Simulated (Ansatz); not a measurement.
# OTa: the cost of one run

Program: Ansatz 0.2.0. Level of theory: the levels named in each step. These are calculated values, not measurements.

## (1) The system as given

Bond lengths: O1–Ta2 1.720 Å.

As a file:

```xyz
2

O     0.0000    0.0000    0.0000
Ta    0.0000    0.0000    1.7202
```

## (2) A rough first relaxation, PBE-D4/def2-SVP

This run stands in another session on the same molecule. It ended at:

```xyz
2

O     0.0000    0.0000    0.0084
Ta    0.0000    0.0000    1.7118
```

## (3) Relaxation, PBE0-D4/def2-TZVPP

The input, input.yaml:

```yaml
crystal:
  periodic: [false, false, false]
  atoms:
    - { symbol: O, position_ang: [0.0, 0.0, 0.00841959] }
    - { symbol: Ta, position_ang: [0.0, 0.0, 1.71177041] }
magnetization:
  spin_polarized: true
  initial_magnetization: 1
basis:
  gaussian: { orbitals: def2-TZVPP }
hamiltonian:
  xc: pbe0
  dispersion: d4
relax:
  f_tol: 0.002
  max_steps: 150
```

Launch:

```console
$ ansatz run input.yaml --threads 2 --pin off --max-ram 5120MiB --backend cpu --events-out ev --progress --plain --runs-dir out
```

What time and memory should one allow on 2 threads of Intel Xeon Platinum 8488C (Sapphire Rapids), shared host?

About 10 s, with a peak of 0.2 GiB.
